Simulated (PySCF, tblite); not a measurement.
**C₄H₈FSSi radical: geometry, infrared bands and EPR parameters**

What infrared bands and EPR parameters should C₄H₈FSSi radical (`FC[Si@@]1(S)[CH]CC1`) show?

The runs use tblite 0.8.0 and PySCF 2.14.0, with density-fitted response routines of our own; the level of theory stands in each step. All values are computed, except where a source is named. Atoms are numbered from 0 throughout.

## (1) The starting structure

15 atoms, charge 0, multiplicity 2; geometry from: force field or distance geometry start.

Bonds of the start (Å): F0–C1 1.39, C1–Si2 1.83, Si2–S3 2.15, Si2–C4 1.86, C4–C5 1.50, C5–C6 1.53, C6–Si2 1.85, C1–H7 1.11, C1–H8 1.12, S3–H9 1.41, C4–H10 1.09, C5–H11 1.11, C5–H12 1.09, C6–H13 1.10, C6–H14 1.10.

## (2) Relaxing the molecule with GFN2-xTB

What the job is given:

```
{"job": {"kind": "relax", "xc": "GFN2-xTB", "basis": "xTB"}, "charge": 0, "multiplicity": 2}
F      2.219900    -0.723200     1.455500
C      1.925200    -0.973000     0.125200
Si     0.461400    -0.028100    -0.440400
S      0.783000     1.313400    -2.089300
C     -1.146200    -0.954900    -0.551200
C     -1.911900     0.207000     0.017400
C     -0.702000     0.585800     0.866800
H      1.817200    -2.066800    -0.003100
H      2.833700    -0.698700    -0.467900
H      1.201800     2.579200    -1.630200
H     -1.214800    -1.909100    -0.019800
H     -2.788400    -0.051500     0.651200
H     -2.093500     1.010200    -0.700100
H     -0.657300     1.685400     0.948300
H     -0.732500     0.032300     1.815700
```

The run is started by

```
$ OMP_NUM_THREADS=1 python probes_run.py task.json out
```

The driver reads the jobs from task.json and runs them one after another.

**Question.** This job is followed by: GFN2-xTB harmonic vibrations, gas phase; UKS B3LYP, pcH-1 on C F H S Si, non-relativistic, mean-field spin-orbit, GIAO. Predict these results of the whole session: strongest single infrared mode (GFN2-xTB); zero-point energy (GFN2-xTB); g(iso) (B3LYP); ⟨S²⟩; largest a(iso); potential on the surface of density 0.002 e/bohr³, 1st and 99th percentile.

The runs gave:

| quantity | value |
| --- | --- |
| strongest single infrared mode (GFN2-xTB) | 2484 cm⁻¹, 86 km/mol |
| zero-point energy (GFN2-xTB) | 66.9 kcal/mol |
| g(iso) (B3LYP) | 2.00222 |
| ⟨S²⟩ | 0.754 (exact 0.75) |
| largest a(iso) | 1H on H11, 128.3 MHz |
| potential on the surface of density 0.002 e/bohr³, 1st and 99th percentile | -1.01 V and 1.28 V |

What this shows: Over 135 steps the energy fell by 1.090 eV; of the close pairs, S3–H9 changed most, 1.410 to 1.322 Å. All 39 modes are real, so the xTB geometry is a minimum. The strongest single mode, at 2484 cm⁻¹, moves mainly H9. GFN2-xTB is a fitted tight-binding method: band positions and strengths are rough. Its intensities can rank the bands wrongly. Most of the unpaired spin sits on C4 (0.96 e). The isotropic g lies 0.1 ppt below the free-electron value. These values are for one conformer; the search (at its own cheap level) found 2 more, at 0.00, 2.12 kcal/mol (those within 0.05 may be mirror or relabelled copies), and measured spectra average over such forms.
